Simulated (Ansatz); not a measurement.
# Au: the cost of one run

Computed with Ansatz 0.2.0 (DFT r2SCAN, scalar-relativistic, plane waves, PAW, unless a step's input says otherwise).

## Step 1: Starting point

It takes space group Im-3m (No. 229, cubic). Conventional cell: a = 3.315 Å, b = 3.315 Å, c = 3.315 Å, α = 90.00°, β = 90.00°, γ = 90.00°. Au (site symmetry m-3m) is surrounded by 8 Au at 2.87 Å.

Coordinates:

```
Au
1.0
    -3.31454    3.31454   -3.31454
     3.31454   -3.31454   -3.31454
    -3.31454   -3.31454    3.31454
Au
8
Direct
  0.50000 0.50000 0.50000
  0.50000 0.50000 0.00000
  0.00000 0.50000 0.50000
  0.00000 0.50000 0.00000
  0.50000 0.00000 0.50000
  0.50000 0.00000 0.00000
  0.00000 0.00000 0.50000
  0.00000 0.00000 0.00000
```

It goes back to an entry of the Materials Project, which need not be the stable form.

No relaxation comes first: the listed cell is the starting point.

## Step 2: The undisturbed cell

Contents of input.yaml:

```yaml
crystal:
  lattice:
    - [-3.314538, 3.314538, -3.314538]
    - [3.314538, -3.314538, -3.314538]
    - [-3.314538, -3.314538, 3.314538]
  atoms:
    - { symbol: Au, position: [0.5, 0.5, 0.5] }
    - { symbol: Au, position: [0.5, 0.5, 0.0] }
    - { symbol: Au, position: [0.0, 0.5, 0.5] }
    - { symbol: Au, position: [0.0, 0.5, 0.0] }
    - { symbol: Au, position: [0.5, 0.0, 0.5] }
    - { symbol: Au, position: [0.5, 0.0, 0.0] }
    - { symbol: Au, position: [0.0, 0.0, 0.5] }
    - { symbol: Au, position: [0.0, 0.0, 0.0] }
basis:
  ecutwfc: 500
kpoints:
  mp_grid: { grid: [10, 10, 10] }
hamiltonian:
  xc: r2scan
scf:
  occupations: { method: gaussian, width: 0.15 }
output:
  forces: true
  stress: true
  eigenvalues: true
  write_density: true
  write_potential: true
  elf: true
  volumetric_format: npy
```

The run is started by

```console
ansatz run input.yaml --threads 2 --pin off --max-ram 5120MiB --backend cpu --events-out ev --progress --plain --runs-dir out
```

What time and memory should one allow on 2 threads of Arm Neoverse V2, shared host?

About 35 s, with a peak of 1.1 GiB.
